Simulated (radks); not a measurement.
# Taking charge from the 4s level of Hf²⁺ in fractions

One table from this session's results is given with a row withheld; the runs are named, their logs left out.

Method: scalar-relativistic Kohn-Sham, r2SCAN, spin-polarised, spherical densities, finite nucleus; open shells are filled with parallel spins first. Code: radks (a radial shooting solver on a logarithmic mesh, Libxc functionals) version 1.

### What is computed

- element: hafnium (Z = 72)
- charge: +2
- electrons: 70
- configuration: [Ar] 3d10 4s(up 1, down 1) 4p6 4d10 4f14 5s2 5p6 5d2
- nuclear rms radius: 5.347 fm

A shell typed twice in an input gives spin up, then spin down.

Set-up of the first run:

The run's settings:

```text
Z 72
configuration [Ar] 3d10 4s1 4s1 4p6 4d10 4f14 5s2 5p6 5d2
relativity scalar-relativistic
functional r2scan,r2scan
spin polarised
nucleus finite rms 5.347 fm
c 137.035999084
```

Among the steps run: Start: [Ar] 3d10 4s(up 1, down 1) 4p6 4d10 4f14 5s2 5p6 5d2.

One of the session's tables, all rows but one given; the rest of the session is left out.

Radial moments (bohr):

```
  level     <r>  outermost maximum (interpolated)  90 % within  nodes
  5s up       ?                                 ?            ?      ?
5s down   1.135                              1.02         1.64      4
  5p up   1.343                              1.16         1.97      3
5p down   1.328                              1.16         1.94      3
  4f up  0.6784                             0.456         1.15      0
4f down  0.6717                             0.456         1.14      0
  5d up   2.084                              1.63         3.24      2
5d down   2.070                              1.58         3.25      2
```

Estimate the missing values for 5s up.

The run gave: <r>: 1.142; outermost maximum (interpolated): 1.02; 90 % within: 1.65; nodes: 4. In the column «<r>» it lies between 5s down (1.135) and 5p down (1.328).
